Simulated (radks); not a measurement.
# Ionising iodine step by step, I to I¹²⁺

The task here is to estimate one member of a computed series from the others.

The numbers are computed with radks (a radial shooting solver on a logarithmic mesh, Libxc functionals) version 1 (Dirac Kohn-Sham, PBEsol, spin-unpolarised, spherical densities, finite nucleus; open shells are shared between the two j in proportion to 2j + 1), except any that are marked as measured or tabulated.

**Starting point**

| Item | Value |
| --- | --- |
| element | iodine (Z = 53) |
| charges | 0 to 12 |
| first configuration | [Kr] 4d10 5s2 5p5 |
| last configuration | [Kr] 4d5 |

The outer shells:

I
```
[Kr] core
4d [↑↓][↑↓][↑↓][↑↓][↑↓]
5s [↑↓]
5p [↑↓][↑↓][↑ ]
```

I¹²⁺
```
[Kr] core
4d [↑ ][↑ ][↑ ][↑ ][↑ ]
```

Set-up of the first run:

Settings of this run:

```text
Z 53
configuration [Kr] 4d10 5s2 5p5
relativity Dirac
functional pbe_sol,pbe_sol
spin unpolarised
j_filling average
nucleus finite rms 4.75 fm
c 137.035999084
```

Steps of the session up to this table: I, [Kr] 4d10 5s2 5p5; I⁺, [Kr] 4d10 5s2 5p4; I²⁺, [Kr] 4d10 5s2 5p3; I³⁺, [Kr] 4d10 5s2 5p2; I⁴⁺, [Kr] 4d10 5s2 5p1; I⁵⁺, [Kr] 4d10 5s2; I⁶⁺, [Kr] 4d10 5s1; I⁷⁺, [Kr] 4d10; I⁸⁺, [Kr] 4d9; I⁹⁺, [Kr] 4d8; I¹⁰⁺, [Kr] 4d7; I¹¹⁺, [Kr] 4d6; I¹²⁺, [Kr] 4d5.

One of the session's tables, all rows but one given; the rest of the session is left out.

```
species  Δ-SCF (eV)  −ε(HOMO) (eV)
      I      11.178          6.785
     I⁺      19.914         15.016
    I²⁺      29.421         24.118
    I³⁺      39.536         33.900
    I⁴⁺           ?              ?
    I⁵⁺      75.330         69.065
    I⁶⁺      88.067         81.644
    I⁷⁺      151.33         138.98
    I⁸⁺      175.15         162.34
    I⁹⁺      199.81         186.56
   I¹⁰⁺      225.27         211.59
   I¹¹⁺      251.50         237.39
```

Estimate the missing values for I⁴⁺.

The run gave: Δ-SCF (eV): 50.128; −ε(HOMO) (eV): 44.218. In the column «Δ-SCF (eV)» it lies between I³⁺ (39.536) and I⁵⁺ (75.330).

Caveats from the session: Spin polarisation and multiplet splitting are left out, so open shells lie too high by an amount that depends on their filling.
